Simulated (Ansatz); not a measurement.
# Ga2F: the cost of one run

Method: DFT PBE, scalar-relativistic, plane waves, PAW, in Ansatz 0.2.0.

3 further runs of the same task are left out: 3 set aside as unsound or not needed.

**1. The starting structure**

It takes space group R-3m (No. 166, trigonal). Conventional cell: a = 3.308 Å, b = 3.308 Å, c = 14.986 Å, α = 90.00°, β = 90.00°, γ = 120.00°. Around Ga (site symmetry 3m) lie 3 F at 2.28 Å. F (site symmetry -3m) is surrounded by 6 Ga at 2.28 Å.

Coordinates:

```cif
data_structure
_symmetry_space_group_name_H-M 'P 1'
_symmetry_Int_Tables_number 1
_cell_length_a 5.3480
_cell_length_b 5.3480
_cell_length_c 5.3480
_cell_angle_alpha 36.030
_cell_angle_beta 36.030
_cell_angle_gamma 36.030
_cell_volume 47.34
loop_
_atom_site_label
_atom_site_type_symbol
_atom_site_fract_x
_atom_site_fract_y
_atom_site_fract_z
_atom_site_occupancy
Ga1 Ga 0.75000 0.75000 0.75000 1
Ga2 Ga 0.25000 0.25000 0.25000 1
F1 F 0.00000 0.00000 0.00000 1
```

This is candidate A: anti-cadmium chloride type (R-3m, No. 166).

(A quick probe on a coarse mesh, which set the mesh and smearing, is not shown.)

**3. Coarse relaxation (candidate A)**

Input file input.yaml:

```yaml
crystal:
  lattice:
    - [1.6539620015, 0.9549154068, 4.9953883494]
    - [-1.6539620015, 0.9549154068, 4.9953883494]
    - [0.0, -1.9098308136, 4.9953883494]
  atoms:
    - { symbol: Ga, position: [0.75, 0.75, 0.75] }
    - { symbol: Ga, position: [0.25, 0.25, 0.25] }
    - { symbol: F, position: [0.0, 0.0, 0.0] }
basis:
  ecutwfc: 420
kpoints:
  mp_grid: { grid: [6, 6, 6] }
hamiltonian:
  xc: pbe
scf:
  occupations: { method: gaussian, width: 0.1 }
  lower_state_search: "off"
output:
  forces: true
  stress: true
  eigenvalues: true
relax:
  adjacent_minimum: "off"
  f_tol: 0.04
  max_steps: 70
  cell: { stress_tol: 0.4 }
```

Launch:

```
ansatz run input.yaml --threads 1 --pin off --max-ram 2560MiB --backend cpu --events-out ev --progress --plain --runs-dir out
```

Q: Estimate wall time and peak memory on 1 thread of Arm Neoverse N1, shared host.

About 60 s, with a peak of 0.33 GiB.
